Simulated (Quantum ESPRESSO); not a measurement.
# WAu (F-43m) in Quantum ESPRESSO: convergence with wavefunction cutoff

Aim: find how far wavefunction cutoff must go before the results for WAu settle, at r2SCAN. This setting moves, with any that are tied to it; all else stays.

All numbers are computed with Quantum ESPRESSO 7.5; they aren't measurements. Logs are shortened: lines on timing, memory, paths and dates and some standing lists are left out, and cuts for length are marked.

## 1. Starting point

It takes space group F-43m (No. 216, cubic). The conventional cell has a = 5.496 Å, b = 5.496 Å, c = 5.496 Å, α = 90.00°, β = 90.00°, γ = 90.00°. W (site symmetry -43m) is surrounded by 4 Au at 2.38 Å. Au (site symmetry -43m) is surrounded by 4 W at 2.38 Å.

The cell was built by a generator and needn't be a form met in nature.

## 2. With wavefunction cutoff 27 Ry

File pw.in:

```
&CONTROL
  calculation = 'scf'
  prefix = 'pwscf'
  outdir = './tmp'
  pseudo_dir = './pseudo'
  tprnfor = .true.
  tstress = .true.
  disk_io = 'nowf'
/
&SYSTEM
  ibrav = 0
  nat = 2
  ntyp = 2
  ecutwfc = 27
  nbnd = 24
  input_dft = 'r2scan'
  occupations = 'smearing'
  smearing = 'mv'
  degauss = 0.00734986
  nosym = .true.
/
&ELECTRONS
  conv_thr = 1d-08
  electron_maxstep = 120
  mixing_beta = 0.5
/
ATOMIC_SPECIES
W    183.8400 74_W_14_2.3_2.5_pbe_n_v1.0.upf
Au   196.9666 79_Au_19_2.4_2.5_pbe_n_v1.0.upf
CELL_PARAMETERS angstrom
   0.0000000000    2.7479792600    2.7479792600
   2.7479792600    0.0000000000    2.7479792600
   2.7479792600    2.7479792600    0.0000000000
ATOMIC_POSITIONS crystal
W      0.0000000000    0.0000000000    0.0000000000
Au     0.7500000000    0.7500000000    0.7500000000
K_POINTS automatic
6 6 6 0 0 0
```

Potentials or basis: SPMS 1.0 PBE.

On the command line:

```bash
$ OMP_NUM_THREADS=1 pw.x -in pw.in > pw.out
```

pw.out:

```text
This program is part of the open-source Quantum ESPRESSO suite
     for quantum simulation of materials; please cite
         "P. Giannozzi et al., J. Phys.:Condens. Matter 21 395502 (2009);
         "P. Giannozzi et al., J. Phys.:Condens. Matter 29 465901 (2017);
         "P. Giannozzi et al., J. Chem. Phys. 152 154105 (2020);
     in publications or presentations arising from this work. More details at

     IMPORTANT: XC functional enforced from input :
     Exchange-correlation= R2SCAN
                           (   0   0   0   0   0 497 498)
     Any further DFT definition will be discarded
     Please, verify this is what you really want

     Message from routine setup :
     BEWARE: nonlinear core correction is not consistent with meta-GGA

     G-vector sticks info
     --------------------
     sticks:   dense  smooth     PW     G-vecs:    dense   smooth      PW
     Sum         397     397    139                 5209     5209    1067

     Using Slab Decomposition

     bravais-lattice index     =            0
     lattice parameter (alat)  =       7.3439  a.u.
     unit-cell volume          =     280.0702 (a.u.)^3
     number of atoms/cell      =            2
     number of atomic types    =            2
     number of electrons       =        33.00
     number of Kohn-Sham states=           24
     kinetic-energy cutoff     =      27.0000  Ry
     charge density cutoff     =     108.0000  Ry
     scf convergence threshold =      1.0E-08
     mixing beta               =       0.5000
     number of iterations used =            8  plain     mixing
     Exchange-correlation= R2SCAN
                           (   0   0   0   0   0 497 498)

     celldm(1)=   7.343909  celldm(2)=   0.000000  celldm(3)=   0.000000
     celldm(4)=   0.000000  celldm(5)=   0.000000  celldm(6)=   0.000000

     crystal axes: (cart. coord. in units of alat)
               a(1) = (   0.000000   0.707107   0.707107 )
               a(2) = (   0.707107   0.000000   0.707107 )
               a(3) = (   0.707107   0.707107   0.000000 )

     reciprocal axes: (cart. coord. in units 2 pi/alat)
               b(1) = ( -0.707107  0.707107  0.707107 )
               b(2) = (  0.707107 -0.707107  0.707107 )
               b(3) = (  0.707107  0.707107 -0.707107 )

     PseudoPot. # 1 for W  read from file:
     74_W_14_2.3_2.5_pbe_n_v1.0.upf
     Pseudo is Norm-conserving + core correction, Zval = 14.0
     Generated using ONCVPSP code by D. R. Hamann
     Using radial grid of 1408 points,  8 beta functions with:
                l(1) =   0
                l(2) =   0
                l(3) =   1
                l(4) =   1
                l(5) =   2
                l(6) =   2
                l(7) =   3
                l(8) =   3

     PseudoPot. # 2 for Au read from file:
     79_Au_19_2.4_2.5_pbe_n_v1.0.upf
     Pseudo is Norm-conserving + core correction, Zval = 19.0
     Generated using ONCVPSP code by D. R. Hamann
     Using radial grid of 1358 points,  7 beta functions with:
                l(1) =   0
                l(2) =   0
                l(3) =   1
                l(4) =   1
                l(5) =   2
                l(6) =   2
                l(7) =   3

     atomic species   valence    mass     pseudopotential
     W                14.00   183.84000     W ( 1.00)
     Au               19.00   196.96660     Au( 1.00)

     No symmetry found

   Cartesian axes

     site n.     atom                  positions (alat units)
         1        W      tau(   1) = (   0.0000000   0.0000000   0.0000000  )
         2        Au     tau(   2) = (   1.0606602   1.0606602   1.0606602  )

     number of k points=   112  Marzari-Vanderbilt smearing, width (Ry)=  0.0073

     Number of k-points >= 100: set verbosity='high' to print them.

     Dense  grid:     5209 G-vectors     FFT dimensions: (  25,  25,  25)

     WARNING: libxc functional with ID  497 depends
      on external parameters: check the user_guide of
      QE if you need to modify them or to check their
      default values.

     WARNING: libxc functional with ID  498 depends
      on external parameters: check the user_guide of
      QE if you need to modify them or to check their
      default values.

     Initial potential from superposition of free atoms

     starting charge      32.9994, renormalised to      33.0000
     Starting wfcs are   20 randomized atomic wfcs +    4 random wfcs

     Self-consistent Calculation

     iteration #  1     ecut=    27.00 Ry     beta= 0.50
     Davidson diagonalization with overlap
     ethr =  1.00E-02,  avg # of iterations =  5.6

     total energy              =    -400.75588219 Ry
     estimated scf accuracy    <      24.84265769 Ry

     iteration #  2     ecut=    27.00 Ry     beta= 0.50
     Davidson diagonalization with overlap
     ethr =  1.00E-02,  avg # of iterations =  2.0

     total energy              =    -400.89002229 Ry
     estimated scf accuracy    <       4.15765285 Ry

     iteration #  3     ecut=    27.00 Ry     beta= 0.50
     Davidson diagonalization with overlap
     ethr =  1.00E-02,  avg # of iterations =  1.0

     WARNING: integrated charge=    33.00278770, expected=    33.00000000

     total energy              =    -400.94391822 Ry
     estimated scf accuracy    <       2.69509285 Ry

     iteration #  4     ecut=    27.00 Ry     beta= 0.50
     Davidson diagonalization with overlap
     ethr =  8.17E-03,  avg # of iterations =  1.0

     WARNING: integrated charge=    33.00174339, expected=    33.00000000

     total energy              =    -401.08913866 Ry
     estimated scf accuracy    <       0.05317924 Ry

     iteration #  5     ecut=    27.00 Ry     beta= 0.50
     Davidson diagonalization with overlap
     ethr =  1.61E-04,  avg # of iterations =  1.3

     WARNING: integrated charge=    33.00071241, expected=    33.00000000

     total energy              =    -401.09348393 Ry
     estimated scf accuracy    <       0.00018216 Ry

     iteration #  6     ecut=    27.00 Ry     beta= 0.50
     Davidson diagonalization with overlap
     ethr =  5.52E-07,  avg # of iterations =  4.2

     WARNING: integrated charge=    33.00000651, expected=    33.00000000

     total energy              =    -401.09383884 Ry
     estimated scf accuracy    <       0.00005303 Ry

     iteration #  7     ecut=    27.00 Ry     beta= 0.50
     Davidson diagonalization with overlap
     ethr =  1.61E-07,  avg # of iterations =  1.2

     WARNING: integrated charge=    33.00003084, expected=    33.00000000

     total energy              =    -401.09381589 Ry
     estimated scf accuracy    <       0.00000421 Ry

     iteration #  8     ecut=    27.00 Ry     beta= 0.50
     Davidson diagonalization with overlap
     ethr =  1.27E-08,  avg # of iterations =  1.8

     WARNING: integrated charge=    32.99998986, expected=    33.00000000

     total energy              =    -401.09383992 Ry
     estimated scf accuracy    <       0.00000255 Ry

     iteration #  9     ecut=    27.00 Ry     beta= 0.50
     Davidson diagonalization with overlap
     ethr =  7.74E-09,  avg # of iterations =  1.0

     WARNING: integrated charge=    32.99999399, expected=    33.00000000

     total energy              =    -401.09383731 Ry
     estimated scf accuracy    <       0.00000018 Ry

     iteration # 10     ecut=    27.00 Ry     beta= 0.50
     Davidson diagonalization with overlap
     ethr =  5.59E-10,  avg # of iterations =  1.0

     total energy              =    -401.09383292 Ry
     estimated scf accuracy    <       0.00000002 Ry

     iteration # 11     ecut=    27.00 Ry     beta= 0.50
     Davidson diagonalization with overlap
     ethr =  7.55E-11,  avg # of iterations =  1.0

     End of self-consistent calculation

     Number of k-points >= 100: set verbosity='high' to print the bands.

     the Fermi energy is    17.1472 ev

!    total energy              =    -401.09383408 Ry
     estimated scf accuracy    <          6.3E-10 Ry
     smearing contrib. (-TS)   =      -0.00047699 Ry
     internal energy E=F+TS    =    -401.09335709 Ry

     The total energy is F=E-TS. E is the sum of the following terms:
     one-electron contribution =    -165.82368424 Ry
     hartree contribution      =      92.78935227 Ry
     xc contribution           =     -41.09201939 Ry
     ewald contribution        =    -286.96700572 Ry

     convergence has been achieved in  11 iterations

     Forces acting on atoms (cartesian axes, Ry/au):

     atom    1 type  1   force =    -0.00000000    0.00000000    0.00000004
     atom    2 type  2   force =     0.00000000   -0.00000000   -0.00000004

     Total force =     0.000000     Total SCF correction =     0.000000
     SCF correction compared to forces is large: reduce conv_thr to get better values

     Computing stress (Cartesian axis) and pressure

          total   stress  (Ry/bohr**3)                   (kbar)     P=     9653.02
   0.06561992  -0.00000000   0.00000000         9653.02       -0.00        0.00
  -0.00000000   0.06561992  -0.00000000           -0.00     9653.02       -0.00
   0.00000000  -0.00000000   0.06561992            0.00       -0.00     9653.02

=------------------------------------------------------------------------------=
   JOB DONE.
=------------------------------------------------------------------------------=
```

Run time: 65 s. Hardware: 1 thread of Arm Neoverse V2, shared host; peak memory 0.06 GiB.

The run converged, but runs of this kind are known to go wrong with this program or these potentials, so none of its numbers is taken as a property of the crystal.

Caveat: the k mesh is coarse; a meta-GGA on potentials with a model core is unreliable; the potentials were made for another functional, which shifts forces and pressure; a pressure of tens of GPa on the cell as given is suspect, and the run, the potentials or the cell itself is likely at fault.

## 3. With wavefunction cutoff 34 Ry

pw.in, as its differences from that of step 2:

```diff
@@ -13,3 +13,3 @@
   ntyp = 2
-  ecutwfc = 27
+  ecutwfc = 34
   nbnd = 24
```

Potentials or basis: SPMS 1.0 PBE.

On the command line:

```bash
$ OMP_NUM_THREADS=1 pw.x -in pw.in > pw.out
```

Wall time 2 min (1 thread of Arm Neoverse V2, shared host); peak memory 0.07 GiB.

The run converged, but runs of this kind are known to go wrong with this program or these potentials, so none of its numbers is taken as a property of the crystal.

Caveat: the k mesh is coarse; a meta-GGA on potentials with a model core is unreliable; the potentials were made for another functional, which shifts forces and pressure; a pressure of tens of GPa on the cell as given is suspect, and the run, the potentials or the cell itself is likely at fault.

## 4. With wavefunction cutoff 41 Ry

pw.in, as its differences from that of step 3:

```diff
@@ -13,3 +13,3 @@
   ntyp = 2
-  ecutwfc = 34
+  ecutwfc = 41
   nbnd = 24
```

On the command line:

```bash
$ OMP_NUM_THREADS=1 pw.x -in pw.in > pw.out
```

Run time: 2.3 min. Hardware: 1 thread of Arm Neoverse V2, shared host; peak memory 0.09 GiB.

The run converged, but runs of this kind are known to go wrong with this program or these potentials, so none of its numbers is taken as a property of the crystal.

Caveat: the k mesh is coarse; a meta-GGA on potentials with a model core is unreliable; the potentials were made for another functional, which shifts forces and pressure; a pressure of tens of GPa on the cell as given is suspect, and the run, the potentials or the cell itself is likely at fault.

## 5. With wavefunction cutoff 48 Ry

pw.in, as its differences from that of step 4:

```diff
@@ -13,3 +13,3 @@
   ntyp = 2
-  ecutwfc = 41
+  ecutwfc = 48
   nbnd = 24
```

On the command line:

```bash
$ OMP_NUM_THREADS=1 pw.x -in pw.in > pw.out
```

Wall time 3.8 min (1 thread of Arm Neoverse V2, shared host); peak memory 0.11 GiB.

The run converged, but runs of this kind are known to go wrong with this program or these potentials, so none of its numbers is taken as a property of the crystal.

Caveat: the k mesh is coarse; a meta-GGA on potentials with a model core is unreliable; the potentials were made for another functional, which shifts forces and pressure; a pressure of tens of GPa on the cell as given is suspect, and the run, the potentials or the cell itself is likely at fault.

## 6. With wavefunction cutoff 54 Ry

pw.in, as its differences from that of step 5:

```diff
@@ -13,3 +13,3 @@
   ntyp = 2
-  ecutwfc = 48
+  ecutwfc = 54
   nbnd = 24
```

Potentials or basis: SPMS 1.0 PBE.

On the command line:

```bash
$ OMP_NUM_THREADS=1 pw.x -in pw.in > pw.out
```

It took 3.8 min on 1 thread of Arm Neoverse V2, shared host; peak memory 0.12 GiB.

The run converged, but runs of this kind are known to go wrong with this program or these potentials, so none of its numbers is taken as a property of the crystal.

Caveat: the k mesh is coarse; a meta-GGA on potentials with a model core is unreliable; the potentials were made for another functional, which shifts forces and pressure; a pressure of tens of GPa on the cell as given is suspect, and the run, the potentials or the cell itself is likely at fault.

## 7. With wavefunction cutoff 61 Ry

pw.in, as its differences from that of step 6:

```diff
@@ -13,3 +13,3 @@
   ntyp = 2
-  ecutwfc = 54
+  ecutwfc = 61
   nbnd = 24
```

On the command line:

```bash
$ OMP_NUM_THREADS=1 pw.x -in pw.in > pw.out
```

Run time: 5.1 min. Hardware: 1 thread of Arm Neoverse V2, shared host; peak memory 0.15 GiB.

The run converged, but runs of this kind are known to go wrong with this program or these potentials, so none of its numbers is taken as a property of the crystal.

Caveat: the k mesh is coarse; a meta-GGA on potentials with a model core is unreliable; the potentials were made for another functional, which shifts forces and pressure; a pressure of tens of GPa on the cell as given is suspect, and the run, the potentials or the cell itself is likely at fault.

## 8. With wavefunction cutoff 68 Ry

pw.in, as its differences from that of step 7:

```diff
@@ -13,3 +13,3 @@
   ntyp = 2
-  ecutwfc = 61
+  ecutwfc = 68
   nbnd = 24
```

On the command line:

```bash
$ OMP_NUM_THREADS=1 pw.x -in pw.in > pw.out
```

Wall time 5.2 min (1 thread of Arm Neoverse V2, shared host); peak memory 0.17 GiB.

The run converged, but runs of this kind are known to go wrong with this program or these potentials, so none of its numbers is taken as a property of the crystal.

Caveat: the k mesh is coarse; a meta-GGA on potentials with a model core is unreliable; the potentials were made for another functional, which shifts forces and pressure; a pressure of tens of GPa on the cell as given is suspect, and the run, the potentials or the cell itself is likely at fault.

## 9. With wavefunction cutoff 82 Ry

pw.in, as its differences from that of step 8:

```diff
@@ -13,3 +13,3 @@
   ntyp = 2
-  ecutwfc = 68
+  ecutwfc = 82
   nbnd = 24
```

Potentials or basis: SPMS 1.0 PBE.

On the command line:

```bash
$ OMP_NUM_THREADS=1 pw.x -in pw.in > pw.out
```

Wall time 8.2 min (1 thread of Arm Neoverse V2, shared host); peak memory 0.22 GiB.

The run converged, but runs of this kind are known to go wrong with this program or these potentials, so none of its numbers is taken as a property of the crystal.

Caveat: the k mesh is coarse; a meta-GGA on potentials with a model core is unreliable; the potentials were made for another functional, which shifts forces and pressure; a pressure of tens of GPa on the cell as given is suspect, and the run, the potentials or the cell itself is likely at fault.

## 10. With wavefunction cutoff 102 Ry

pw.in, as its differences from that of step 9:

```diff
@@ -13,3 +13,3 @@
   ntyp = 2
-  ecutwfc = 82
+  ecutwfc = 102
   nbnd = 24
```

On the command line:

```bash
$ OMP_NUM_THREADS=1 pw.x -in pw.in > pw.out
```

It took 9.5 min on 1 thread of Arm Neoverse V2, shared host; peak memory 0.29 GiB.

The run converged, but runs of this kind are known to go wrong with this program or these potentials, so none of its numbers is taken as a property of the crystal.

Caveat: the k mesh is coarse; a meta-GGA on potentials with a model core is unreliable; the potentials were made for another functional, which shifts forces and pressure; a pressure of tens of GPa on the cell as given is suspect, and the run, the potentials or the cell itself is likely at fault.

## 11. Result

| wavefunction cutoff | energy less the tightest run, at zero smearing (meV/atom) | pressure (GPa) | SCF cycles | CPU time (s) | peak memory (GiB) |
| --- | --- | --- | --- | --- | --- |
| 27 Ry | 206.58 | 965.30 | 11 | 65 | 0.06 |
| 34 Ry | 48.76 | 974.34 | 11 | 120 | 0.07 |
| 41 Ry | 26.01 | 974.36 | 11 | 140 | 0.09 |
| 48 Ry | -1.52 | 974.32 | 11 | 230 | 0.11 |
| 54 Ry | -4.34 | 974.39 | 11 | 230 | 0.12 |
| 61 Ry | 6.34 | 974.58 | 11 | 300 | 0.15 |
| 68 Ry | 4.52 | 974.54 | 11 | 310 | 0.17 |
| 82 Ry | -2.97 | 974.58 | 11 | 490 | 0.22 |
| 102 Ry | 0.00 | 974.67 | 11 | 570 | 0.29 |

Against the tightest run, the pressure stays within 0.1 GPa from 82 Ry on. Not settled before the last step: the energy (to 1 meV/atom). The tightest run that finished is the yardstick and may itself not be fully converged.

Caveats: a meta-GGA on potentials with a model core is unreliable; the potentials were made for another functional, which shifts forces and pressure; a pressure of tens of GPa on the cell as given is suspect, and the run, the potentials or the cell itself is likely at fault.
